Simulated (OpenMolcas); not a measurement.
**SnNH4F (SMILES [NH2][SnH2][F]), step by step**

We compute a single-point energy (HF/ANO-R0), then the energy (CASSCF(2,2)/ANO-R1), then an energy scan (CASPT2(2,2)/ANO-R1), then the energy along one coordinate (SC-NEVPT2(2,2)/ANO-R1), then the energy along one coordinate (MC-PDFT[tPBE](2,2)/ANO-R1) of SnNH4F. 

The results are computed with OpenMolcas 26.06.

### Step 1. The system as given

SnNH4F: 7 atoms, total charge 0, spin state singlet. SMILES: `[NH2][SnH2][F]`. The shape is that of a PBE0-D4/def2-TZVP optimisation. This is one conformer, not always the lowest.

Bond lengths: N1–Sn2 1.995 Å, Sn2–F3 1.926 Å, N1–H4 1.008 Å, N1–H5 1.008 Å, Sn2–H6 1.699 Å, Sn2–H7 1.699 Å. Angles: N1–Sn2–F3 105.2°, N1–Sn2–H6 111.6°, N1–Sn2–H7 111.8°, F3–Sn2–H6 103.8°, F3–Sn2–H7 103.8°, Sn2–N1–H4 117.7°, Sn2–N1–H5 117.8°, H6–Sn2–H7 119.0°, H4–N1–H5 110.3°.

### Step 2. The energy at HF/ANO-R0 (sfX2C) (run 1)

Input file geom.xyz:

```xyz
7

N     -0.824600     0.088300    -0.943000
Sn     0.497700    -0.065100     0.542900
F      0.233900    -1.827500     1.272400
H     -1.584200     0.741400    -0.829600
H     -0.469500     0.125500    -1.885700
H      0.113100     0.971100     1.833800
H      2.094900    -0.101800    -0.036600
```

Input file step1.inp:

```
&GATEWAY
Coord = geom.xyz
Basis = ANO-R0
Group = NoSym
&SEWARD
&SCF
PrOrbitals = 0
&LOCALISATION
Occupied
Freeze
Pipek-Mezey
&LOCALISATION
FileOrb = $Project.LocOrb
Virtual
Pipek-Mezey
```

Started as:

```sh
$ export MOLCAS_MEM=1860
$ pymolcas step1.inp > step1.log
```

Output:

```text
--- Start Module: gateway ---
[...]
--- Stop Module: gateway /rc=_RC_ALL_IS_WELL_ ---
[...]
      Basis functions           41
[...]
       Convergence after  14 Iterations
[...]
::    Total SCF energy                              -6329.5993177388
[...]
      Total spin, S                                     0.0000000000
[...]
      Total electronic charge=   70.000000
      Total            charge=   -0.000000
[...]
      Dipole Moment (debye):
      Origin of the operator (angstrom)=    0.3360   -0.2519    0.4788
                   X= -1.2182E+00               Y=  1.0266E+00               Z= -1.8840E+00           Total=  2.4673E+00
      Quadrupole Moment (debye*angstrom):
[...]
--- Start Module: localisation ---
[...]
--- Stop Module: localisation /rc=_RC_ALL_IS_WELL_ ---
--- Start Module: localisation ---
[...]
--- Stop Module: localisation /rc=_RC_ALL_IS_WELL_ ---
[...]
```

Wall time 3.9 s (1 thread of Intel Xeon 6975P-C (Granite Rapids), shared host); peak memory 0.42 GiB.

### Step 3. The energy at CASSCF(2,2)/ANO-R1 (sfX2C, RICD fitting) (run 2)

geom.xyz is that of step 2.

Input file step2.input:

```
&gateway
  coord = geom.xyz
  basis = ANO-R0
  group = NoSym

&seward

&rasscf
  fileorb = $CurrDir/step1.LocOrb
  alter = 2
  1 29 35
  1 36 37
  spin = 1
  nactel = 2 0 0
  inactive = 34
  ras2 = 2
  orblisting = Nothing
>>> COPY $Project.RunFile RUNFIL1
>>> COPY $Project.RasOrb INPORB

&gateway
  coord = geom.xyz
  basis = ANO-R1
  group = NoSym
  ricd

&seward
>>> COPY $Project.RunFile RUNFIL2

&expbas

&rasscf
  fileorb = $Project.ExpOrb
  spin = 1
  nactel = 2 0 0
  inactive = 34
  ras2 = 2
  orblisting = Nothing
  orbappear = Compact
```

Started as:

```sh
$ export MOLCAS_MEM=1860
$ pymolcas step2.input > step2.log
```

Output:

```text
--- Start Module: gateway ---
[...]
      Basis functions           41
[...]
      Number of active orbitals                  2
[...]
      Spin quantum number                      0.0
[...]
      Active orbitals                            2
[...]
      Number of CSFs                             3
[...]
      Number of root(s) required                 1
[...]
      Convergence after 19 iterations
[...]
      printout of CI-coefficients larger than  0.05 for root  1
      energy=   -6329.612608
      conf/sym  11     Coeff  Weight
             1  20   0.99520 0.99041
             3  02  -0.09791 0.00959
      Natural orbitals and occupation numbers for root  1
      sym 1:   1.980827   0.019173
      ************************************************************************************************************************
      *                                                    Final results                                                     *
[...]
::    RASSCF root number  1 Total energy:  -6329.61260842
[...]
      Basis functions           91
[...]
      Convergence after 17 iterations
[...]
      Natural orbitals and occupation numbers for root  1
      sym 1:   1.983472   0.016528
      ************************************************************************************************************************
      *                                                    Final results                                                     *
[...]
::    RASSCF root number  1 Total energy:  -6330.23555981
[...]
      Total electronic charge=   70.000000
      Total            charge=   -0.000000
[...]
      Dipole Moment (debye):
      Origin of the operator (angstrom)=    0.3360   -0.2519    0.4788
                   X=  6.8248E-01               Y=  3.7666E+00               Z= -1.5126E+00           Total=  4.1160E+00
      Quadrupole Moment (debye*angstrom):
[...]
```

Wall time 15 s (1 thread of Intel Xeon 6975P-C (Granite Rapids), shared host); peak memory 0.42 GiB.

### Step 4. The energy along one coordinate at CASPT2(2,2)/ANO-R1 (sfX2C, RICD fitting, ipea shift 0.25 Eh, pt2 variant SS) (run 3)

Input file step3.input:

```
>>> COPY $CurrDir/step2.RasOrb $Project.RasOrb
>>> ForEach K in (1, 2, 3, 4, 5, 6, 7, 8, 9)
&GATEWAY
Coord
$CurrDir/point$K.xyz
Basis
ANO-R1
Group
NoSym
RICD
&SEWARD
&RASSCF
FileOrb
$Project.RasOrb
Spin
1
Nactel
2 0 0
Inactive
34
Ras2
2
OrbListing
Nothing
OrbAppear
Compact
&CASPT2
Imaginary
0.2
Frozen
20
>>> EndDo
```

Started as:

```sh
$ export MOLCAS_MEM=1860
$ pymolcas step3.input > step3.log
```

Output:

```text
[...]
      Basis functions           91
[...]
      Number of active orbitals                  2
[...]
      Spin quantum number                      0.0
[...]
      Active orbitals                            2
[...]
      Number of CSFs                             3
[...]
      Number of root(s) required                 1
[...]
      Convergence after 12 iterations
[...]
      printout of CI-coefficients larger than  0.05 for root  1
      energy=   -6330.222854
      conf/sym  11     Coeff  Weight
             1  20   0.99718 0.99437
             3  02  -0.07501 0.00563
      Natural orbitals and occupation numbers for root  1
      sym 1:   1.988747   0.011253
      ************************************************************************************************************************
      *                                                    Final results                                                     *
[...]
::    RASSCF root number  1 Total energy:  -6330.22285415
[...]
::    CASPT2 Root  1     Total energy:  -6331.00342088
[...]
      Convergence after 12 iterations
[...]
      Natural orbitals and occupation numbers for root  1
      sym 1:   1.983482   0.016518
      ************************************************************************************************************************
      *                                                    Final results                                                     *
[...]
      Convergence after 14 iterations
[...]
      Convergence after 18 iterations
[...]
      Convergence after 14 iterations
[...]
::    RASSCF root number  1 Total energy:  -6330.07359429
[...]
::    CASPT2 Root  1     Total energy:  -6330.83363735
[...]
      Convergence after 13 iterations
[...]
::    RASSCF root number  1 Total energy:  -6330.07101913
[...]
      Reference weight:           0.84559
[...]
::    CASPT2 Root  1     Total energy:  -6330.82868092
[...]
```

Wall time 1.7 min (1 thread of Intel Xeon 6975P-C (Granite Rapids), shared host); peak memory 0.27 GiB.

The scan, from its lowest point:

```tsv
H4–N1 (Å)	energy (kJ/mol)
0.907	32.5
1.008	0.0
1.109	16.9
1.260	84.9
1.462	197.9
1.714	323.2
2.016	423.5
2.420	478.3
3.024	491.3
```

### Step 5. An energy scan at SC-NEVPT2(2,2)/ANO-R1 (sfX2C, RICD fitting, pt2 variant SC-NEVPT2) (run 4)

Input file step4.input:

```
* FH4NSn NEVPT2
>>> COPY $CurrDir/step2.RasOrb $Project.RasOrb
>>> ForEach K in (1, 2, 3, 4, 5, 6, 7, 8, 9)
&GATEWAY
COORD=$CurrDir/point$K.xyz
BASIS=ANO-R1
GROUP=NoSym
RICD
&SEWARD
&RASSCF
FILEORB=$Project.RasOrb
SPIN=1
NACTEL=2 0 0
INACTIVE=34
RAS2=2
ORBLISTING=Nothing
ORBAPPEAR=Compact
&CASPT2
SC-NEVPT2
FROZEN=20
>>> EndDo
```

Started as:

```sh
$ export MOLCAS_MEM=1860
$ pymolcas step4.input > step4.log
```

Output:

```text
--- Start Module: gateway ---
[...]
      Basis functions           91
[...]
      Number of active orbitals                  2
[...]
      Spin quantum number                      0.0
[...]
      Active orbitals                            2
[...]
      Number of CSFs                             3
[...]
      Number of root(s) required                 1
[...]
      Convergence after 12 iterations
[...]
      printout of CI-coefficients larger than  0.05 for root  1
      energy=   -6330.222854
      conf/sym  11     Coeff  Weight
             1  20   0.99718 0.99437
             3  02  -0.07501 0.00563
      Natural orbitals and occupation numbers for root  1
      sym 1:   1.988747   0.011253
      ************************************************************************************************************************
      *                                                    Final results                                                     *
[...]
::    RASSCF root number  1 Total energy:  -6330.22285415
[...]
::    SC-NEVPT2 Root  1     Total energy:  -6331.00097952
[...]
      Convergence after 12 iterations
[...]
      Natural orbitals and occupation numbers for root  1
      sym 1:   1.983482   0.016518
      ************************************************************************************************************************
      *                                                    Final results                                                     *
[...]
      Convergence after 14 iterations
[...]
      Convergence after 18 iterations
[...]
      Convergence after 14 iterations
[...]
::    RASSCF root number  1 Total energy:  -6330.07359429
[...]
::    SC-NEVPT2 Root  1     Total energy:  -6330.83045845
[...]
      Convergence after 13 iterations
[...]
::    RASSCF root number  1 Total energy:  -6330.07101913
[...]
::    SC-NEVPT2 Root  1     Total energy:  -6330.82589333
[...]
```

Wall time 1.7 min (1 thread of Intel Xeon 6975P-C (Granite Rapids), shared host); peak memory 0.27 GiB.

The scan, from its lowest point:

```tsv
H4–N1 (Å)	energy (kJ/mol)
0.907	34.4
1.008	0.0
1.109	15.3
1.260	81.8
1.462	194.7
1.714	322.6
2.016	426.5
2.420	482.1
3.024	494.1
```

### Step 6. An energy scan at MC-PDFT[tPBE](2,2)/ANO-R1 (sfX2C, RICD fitting) (run 5)

Input file step5.input:

```
>>> COPY $CurrDir/step2.RasOrb $Project.RasOrb
>>> ForEach K in (1, 2, 3, 4, 5, 6, 7, 8, 9)
&gateway
coord = $CurrDir/point$K.xyz
basis = ANO-R1
group = NoSym
ricd
&seward
&rasscf
fileorb = $Project.RasOrb
spin = 1
nactel = 2 0 0
inactive = 34
ras2 = 2
orblisting = Nothing
orbappear = Compact
&mcpdft
ksdft = T:PBE
>>> EndDo
```

Started as:

```sh
$ export MOLCAS_MEM=1860
$ pymolcas step5.input > step5.log
```

Output:

```text
--- Start Module: gateway ---
[...]
      Basis functions           91
[...]
      Number of active orbitals                  2
[...]
      Spin quantum number                      0.0
[...]
      Active orbitals                            2
[...]
      Number of CSFs                             3
[...]
      Number of root(s) required                 1
[...]
      Convergence after 12 iterations
[...]
      printout of CI-coefficients larger than  0.05 for root  1
      energy=   -6330.222854
      conf/sym  11     Coeff  Weight
             1  20   0.99718 0.99437
             3  02  -0.07501 0.00563
      Natural orbitals and occupation numbers for root  1
      sym 1:   1.988747   0.011253
      ************************************************************************************************************************
      *                                                    Final results                                                     *
[...]
::    RASSCF root number  1 Total energy:  -6330.22285415
[...]
::    MCPDFT root number  1 Total energy:  -6333.11007600
[...]
      Convergence after 12 iterations
[...]
      Natural orbitals and occupation numbers for root  1
      sym 1:   1.983482   0.016518
      ************************************************************************************************************************
      *                                                    Final results                                                     *
[...]
      Convergence after 14 iterations
[...]
      Convergence after 18 iterations
[...]
      Convergence after 14 iterations
[...]
::    RASSCF root number  1 Total energy:  -6330.07359429
[...]
::    MCPDFT root number  1 Total energy:  -6332.93466013
[...]
      Convergence after 13 iterations
[...]
::    RASSCF root number  1 Total energy:  -6330.07101913
[...]
::    MCPDFT root number  1 Total energy:  -6332.92946116
[...]
```

Wall time 1.8 min (1 thread of Intel Xeon 6975P-C (Granite Rapids), shared host); peak memory 0.27 GiB.

The scan, from its lowest point:

```tsv
H4–N1 (Å)	energy (kJ/mol)
0.907	33.9
1.008	0.0
1.109	14.9
1.260	80.0
1.462	191.4
1.714	320.2
2.016	430.5
2.420	494.4
3.024	508.1
```

### Step 7. Summary of results

```
                                                   quantity           value
                             run 1, HF/ANO-R0: total energy  -6329.59932 Eh
                            run 1, HF/ANO-R0: dipole moment          2.47 D
                              run 1, HF/ANO-R0: HOMO energy       -11.42 eV
                              run 1, HF/ANO-R0: LUMO energy         2.32 eV
                            run 1, HF/ANO-R0: HOMO–LUMO gap        13.74 eV
                    run 2, CASSCF(2,2)/ANO-R1: total energy  -6330.23556 Eh
  run 2, CASSCF(2,2)/ANO-R1: dipole moment (CASSCF density)          4.12 D
       run 3, CASPT2(2,2)/ANO-R1: lowest energy of the scan  -6331.01582 Eh
    run 4, SC-NEVPT2(2,2)/ANO-R1: lowest energy of the scan  -6331.01408 Eh
run 5, MC-PDFT[tPBE](2,2)/ANO-R1: lowest energy of the scan  -6333.12298 Eh
```

In words: Mulliken charges (run 1, HF/ANO-R0) run from -0.75 on N1 to +1.01 on Sn2.
